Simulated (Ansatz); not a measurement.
Predict the output of the script below (the Ansatz DFT code, driven from Python).

Input file `srcaysbo6.vasp`:
```text
SrCaYSbO6
1.0
   0.00000000    4.17897475    4.17897475
   4.17897475    0.00000000    4.17897475
   4.17897475    4.17897475    0.00000000
Sr Ca Y Sb O
1 1 1 1 6
Direct
   0.25000000    0.25000000    0.25000000
   0.75000000    0.75000000    0.75000000
   0.50000000    0.50000000    0.50000000
   0.00000000    0.00000000    0.00000000
   0.76262311    0.23737689    0.23737689
   0.23737689    0.76262311    0.76262311
   0.76262311    0.76262311    0.23737689
   0.23737689    0.23737689    0.76262311
   0.23737689    0.76262311    0.23737689
   0.76262311    0.23737689    0.76262311
```

`srcaysbo6_convert.py`:
```python
import ansatz as az
from ase.io import read

atoms = read("srcaysbo6.vasp", format="vasp")
structure = az.Crystal.from_ase(atoms)

setup = (
    structure.calculation()
    .functional(az.Functional.PBE, dispersion="d3bjatm")
    .basis(380, density_ratio=4)
    .accuracy("high")
    .kpoints(length=20)
    .occupations("fixed")
    .mixing("broyden", ndim=6, beta=0.6)
    .eigensolver("auto")
    .initial_density(normalization="cell")
    .scf(tolerance=1e-09, extra_bands=6)
    .forces()
    .stress()
)
print(setup.to_yaml(atoms="all"))
```

```console
$ python srcaysbo6_convert.py
crystal:
  lattice:
    - [0.0, 4.17897475, 4.17897475]
    - [4.17897475, 0.0, 4.17897475]
    - [4.17897475, 4.17897475, 0.0]
  atoms:
    - { symbol: Sr, position: [0.25, 0.25, 0.25] }
    - { symbol: Ca, position: [0.75, 0.75, 0.75] }
    - { symbol: "Y", position: [0.5, 0.5, 0.5] }
    - { symbol: Sb, position: [0.0, 0.0, 0.0] }
    - { symbol: O, position: [0.76262311, 0.23737689, 0.23737689] }
    - { symbol: O, position: [0.23737688999999998, 0.76262311, 0.76262311] }
    - { symbol: O, position: [0.76262311, 0.76262311, 0.23737688999999998] }
    - { symbol: O, position: [0.23737689, 0.23737689, 0.76262311] }
    - { symbol: O, position: [0.23737689, 0.76262311, 0.23737689] }
    - { symbol: O, position: [0.76262311, 0.23737688999999998, 0.76262311] }
accuracy: high
basis:
  ecutwfc: 380.0
  ecutrho_ratio: 4
kpoints:
  mp_grid:
    grid: [4, 4, 4]
hamiltonian:
  xc: pbe
  dispersion: d3bjatm
scf:
  n_extra_bands: 6
  convergence:
    dr2_threshold: 1.0e-09
  mixing:
    algorithm: broyden
    beta: 0.6
    ndim: 6
  occupations:
    method: fixed
  eigensolver:
    kind: auto
  initial_density:
    normalization: cell
output:
  forces: true
  stress: true
```

The input is only written out: it wasn't run, and its settings aren't tested. The structure comes from a database and needn't be a stable phase.
